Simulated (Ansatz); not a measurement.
# Li2CdCuC6N6: the cost of one run

Computed with Ansatz 0.2.0 (DFT PBE, scalar-relativistic, plane waves, PAW, unless a step's input says otherwise).

### 1 The starting structure

The structure is cubic, space group Fm-3m (No. 225). The conventional cell has a = 10.357 Å, b = 10.357 Å, c = 10.357 Å, α = 90.00°, β = 90.00°, γ = 90.00°. Li (site symmetry -43m) is surrounded by 12 N at 3.71 Å and 12 C at 3.71 Å. Cd (site symmetry m-3m) has 6 C at 2.00 Å in its first shell of neighbours. Cu (site symmetry m-3m) is surrounded by 6 N at 2.01 Å. C (site symmetry 4mm) is surrounded by 1 N at 1.17 Å and 1 Cd at 2.00 Å. N (site symmetry 4mm) has 1 C at 1.17 Å and 1 Cu at 2.01 Å in its first shell of neighbours.

Coordinates:

```cif
data_structure
_symmetry_space_group_name_H-M 'P 1'
_symmetry_Int_Tables_number 1
_cell_length_a 7.3235
_cell_length_b 7.3235
_cell_length_c 7.3235
_cell_angle_alpha 60.000
_cell_angle_beta 60.000
_cell_angle_gamma 60.000
_cell_volume 277.74
loop_
_atom_site_label
_atom_site_type_symbol
_atom_site_fract_x
_atom_site_fract_y
_atom_site_fract_z
_atom_site_occupancy
Li1 Li 0.25000 0.25000 0.25000 1
Li2 Li 0.75000 0.75000 0.75000 1
Cd1 Cd 0.00000 0.00000 0.00000 1
Cu1 Cu 0.50000 0.50000 0.50000 1
C1 C 0.80680 0.19320 0.19320 1
C2 C 0.19320 0.80680 0.19320 1
C3 C 0.19320 0.19320 0.80680 1
C4 C 0.19320 0.80680 0.80680 1
C5 C 0.80680 0.19320 0.80680 1
C6 C 0.80680 0.80680 0.19320 1
N1 N 0.69383 0.30617 0.30617 1
N2 N 0.30617 0.69383 0.30617 1
N3 N 0.30617 0.30617 0.69383 1
N4 N 0.30617 0.69383 0.69383 1
N5 N 0.69383 0.30617 0.69383 1
N6 N 0.69383 0.69383 0.30617 1
```

Recipe of the guess: cyanide-bridged rock-salt net of two metals, 2 guest cations a cell (Fm-3m, No. 225). The dimensions are guesses.

### 2 The guess as it stands, on a coarse mesh

The input, input.yaml:

```yaml
crystal:
  lattice:
    - [0.0, 5.1785, 5.1785]
    - [5.1785, 0.0, 5.1785]
    - [5.1785, 5.1785, 0.0]
  atoms:
    - { symbol: Li, position: [0.25, 0.25, 0.25] }
    - { symbol: Li, position: [0.75, 0.75, 0.75] }
    - { symbol: Cd, position: [0.0, 0.0, 0.0] }
    - { symbol: Cu, position: [0.5, 0.5, 0.5], spin: 1.0 }
    - { symbol: C, position: [0.80679734, 0.19320266, 0.19320266] }
    - { symbol: C, position: [0.19320266, 0.80679734, 0.19320266] }
    - { symbol: C, position: [0.19320266, 0.19320266, 0.80679734] }
    - { symbol: C, position: [0.19320266, 0.80679734, 0.80679734] }
    - { symbol: C, position: [0.80679734, 0.19320266, 0.80679734] }
    - { symbol: C, position: [0.80679734, 0.80679734, 0.19320266] }
    - { symbol: "N", position: [0.69383026, 0.30616974, 0.30616974] }
    - { symbol: "N", position: [0.30616974, 0.69383026, 0.30616974] }
    - { symbol: "N", position: [0.30616974, 0.30616974, 0.69383026] }
    - { symbol: "N", position: [0.30616974, 0.69383026, 0.69383026] }
    - { symbol: "N", position: [0.69383026, 0.30616974, 0.69383026] }
    - { symbol: "N", position: [0.69383026, 0.69383026, 0.30616974] }
basis:
  ecutwfc: 420
kpoints:
  mp_grid: { grid: [4, 4, 4] }
hamiltonian:
  xc: pbe
scf:
  occupations: { method: gaussian, width: 0.1 }
  lower_state_search: "off"
output:
  forces: true
  stress: true
  eigenvalues: true
  populations: true
magnetization:
  spin_polarized: true
```

Command:

```
$ ansatz run input.yaml --threads 1 --pin off --max-ram 2560MiB --backend cpu --events-out ev --progress --plain --runs-dir out
```

Q: Estimate wall time and peak memory on 1 thread of Intel Xeon 6975P-C (Granite Rapids), shared host.

About 28 s, with a peak of 0.77 GiB.
